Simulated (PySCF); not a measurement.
# Sm(OH)3: other functionals and bases at one geometry

One table from this session's results is given with a row withheld; the runs are named, their logs left out.

The runs use PySCF 2.14.0; several levels, as the steps say, no spin–orbit coupling.

1 further run of the same task is left out (for a known fault of the program).

### The system as given

7 atoms, charge 0, spin multiplicity 1.

Bond lengths: Sm1–O2 2.096 Å, Sm1–O4 2.096 Å, Sm1–O6 2.096 Å, O2–H3 0.956 Å, O4–H5 0.956 Å, O6–H7 0.956 Å. Angles: O2–Sm1–O4 119.5°, O2–Sm1–O6 119.5°, O4–Sm1–O6 119.5°, Sm1–O2–H3 177.1°, Sm1–O4–H5 177.1°, Sm1–O6–H7 177.1°.

Geometry (Å):

```xyz
7

Sm    0.00000    0.00000   -0.03269
O     2.09036   -0.00002    0.11617
H     3.03972   -0.00003    0.23256
O    -1.04516    1.81031    0.11617
H    -1.51983    2.63249    0.23256
O    -1.04520   -1.81029    0.11617
H    -1.51989   -2.63246    0.23256
```

Formal oxidation states: Sm +3. Each metal's 5 4f electrons lie in its core potential, so multiplicities, spins and levels count the valence alone. An earlier session relaxed this geometry at PBE0, Sm lcecp-1-SVP with ECP51, O def2-SVP, H def2-SVP (singlet, point group C3v).

At PBE0 on the finer grid: E = -261.947037 Eh, HOMO -7.55 eV, LUMO -1.27 eV, Mulliken charge on Sm1 +1.10 e, largest force component 0.008 eV/Å. 

Levels to run: B3LYP; HF; PBE0, TZVP. Hardware: 2 threads of Arm Neoverse V1, shared host.

Set-up of the first run:

The input, run.py (the lines that set the calculation):

```python
mol = gto.M(atom='''
Sm     0.00000     0.00000    -0.03269
O      2.09036    -0.00002     0.11617
H      3.03972    -0.00003     0.23256
O     -1.04516     1.81031     0.11617
H     -1.51983     2.63249     0.23256
O     -1.04520    -1.81029     0.11617
H     -1.51989    -2.63246     0.23256''',
    basis={'Sm': 'lcecp-1-SVP', 'O': 'def2-SVP', 'H': 'def2-SVP'},
    ecp={'Sm': 'lcecp-1-SVP'},
    charge=0, spin=0)
mf = dft.RKS(mol, xc='B3LYP')
mf.grids.atom_grid = (75, 302)  # f atoms: unpruned, at least (60, 302)
mf = mf.density_fit()  # fitting sets: Sm AutoAux, O def2-universal-JKFIT, H def2-universal-JKFIT
mf.conv_tol = 1e-08; mf.max_cycle = 55
mf.kernel(dm0)  # dm0: the density of the relaxed state
```

The run is started by

```
$ OMP_NUM_THREADS=2 python run.py
```

Steps of the session up to this table: B3LYP; HF; PBE0, TZVP.

One of the session's tables, all rows but one given; the rest of the session is left out.

| level | HOMO (eV) | gap (eV) | charge on Sm1 (e) | dipole (D) | largest force component (eV/Å) |
| --- | --- | --- | --- | --- | --- |
| PBE0 (relaxed here) | -7.55 | 6.28 | 1.10 | 0.55 | 0.01 |
| B3LYP | -7.25 | 5.64 | 1.03 | 0.54 | 0.17 |
| HF | -11.80 | 12.56 | 1.59 | 0.68 | 1.57 |
| PBE0, TZVP | ? | ? | ? | ? | ? |

**Question.** Estimate the row for PBE0, TZVP.

As computed: HOMO (eV): -7.83; gap (eV): 6.50; charge on Sm1 (e): 1.63; dipole (D): 0.62; largest force component (eV/Å): 0.28. In the column «HOMO (eV)» it lies between HF (-11.80) and PBE0 (relaxed here) (-7.55).

In one basis the HOMO–LUMO gap runs from 5.64 eV (B3LYP) to 12.56 eV (HF). The largest leftover force, 1.57 eV/Å with HF, stands at a geometry relaxed at another level. With 4f in the core, its levels are missing from HOMO and gap, and its count is fixed, so no charge can pass from the ligands into it. Total energies of different levels can't be compared.
